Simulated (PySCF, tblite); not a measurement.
**C₅H₆NS radical: geometry, infrared bands and EPR parameters**

What infrared bands and EPR parameters should C₅H₆NS radical (`N#C[C@@H]1[CH]CCS1`) show?

The runs use tblite 0.8.0 and PySCF 2.14.0, with density-fitted response routines of our own; the level of theory stands in each step. All values are computed, except where a source is named. Atoms are numbered from 0 throughout.

## (1) The molecule as given

13 atoms, charge 0, multiplicity 2; geometry from: force field or distance geometry start.

Bonds of the start (Å): N0–C1 1.17, C1–C2 1.47, C2–C3 1.52, C3–C4 1.50, C4–C5 1.51, C5–S6 1.81, S6–C2 1.83, C2–H7 1.09, C3–H8 1.08, C4–H9 1.10, C4–H10 1.10, C5–H11 1.09, C5–H12 1.10.

## (2) Optimising the geometry with GFN2-xTB

What the job is given:

```
{"job": {"kind": "relax", "xc": "GFN2-xTB", "basis": "xTB"}, "charge": 0, "multiplicity": 2}
N      2.968900     1.439800     0.520800
C      2.165400     0.598300     0.432900
C      1.186700    -0.492200     0.320100
C      0.356100    -0.305300    -0.933300
C     -1.113200    -0.146500    -0.706700
C     -1.329900     0.341600     0.707300
S     -0.044300    -0.492000     1.671400
H      1.682000    -1.457800     0.303200
H      0.784900    -0.463000    -1.909300
H     -1.535500     0.565900    -1.427500
H     -1.614000    -1.109900    -0.874000
H     -1.182000     1.421700     0.787000
H     -2.329400     0.099900     1.090600
```

Command:

```console
OMP_NUM_THREADS=1 python probes_run.py task.json out
```

This one command runs all jobs of the session in turn.

**Question.** This job is followed by: GFN2-xTB harmonic vibrations, gas phase; UKS B3LYP, pcH-1 on C H N S, non-relativistic, mean-field spin-orbit, GIAO. Predict these results of the whole session: strongest single infrared mode (GFN2-xTB); zero-point energy (GFN2-xTB); g(iso) (B3LYP); ⟨S²⟩; largest a(iso); potential on the surface of density 0.002 e/bohr³, 1st and 99th percentile.

**Answer**, as computed:

```
                                                                  quantity                  value
                                 strongest single infrared mode (GFN2-xTB)  2380 cm⁻¹, 241 km/mol
                                              zero-point energy (GFN2-xTB)          59.4 kcal/mol
                                                            g(iso) (B3LYP)                2.00254
                                                                      ⟨S²⟩     0.754 (exact 0.75)
                                                            largest a(iso)   1H on H10, 122.9 MHz
potential on the surface of density 0.002 e/bohr³, 1st and 99th percentile     -1.85 V and 1.39 V
```

**Reading.** The optimisation took 80 steps and gained 0.170 eV; among the close pairs (by a distance rule), C2–C3 changed most, from 1.515 to 1.471 Å. All 33 modes are real, so the xTB geometry is a minimum. The strongest single mode, at 2380 cm⁻¹, moves mainly C1 and N0. Unscaled tight-binding wavenumbers are off by several per cent, some by more. Its intensities can rank the bands wrongly. Most of the unpaired spin sits on C3 (1.01 e). The isotropic g lies 0.2 ppt above the free-electron value. These values are for one conformer; the search (at its own cheap level) found 2 more, at 0.00, 0.84 kcal/mol (those within 0.05 may be mirror or relabelled copies), and measured spectra average over such forms.
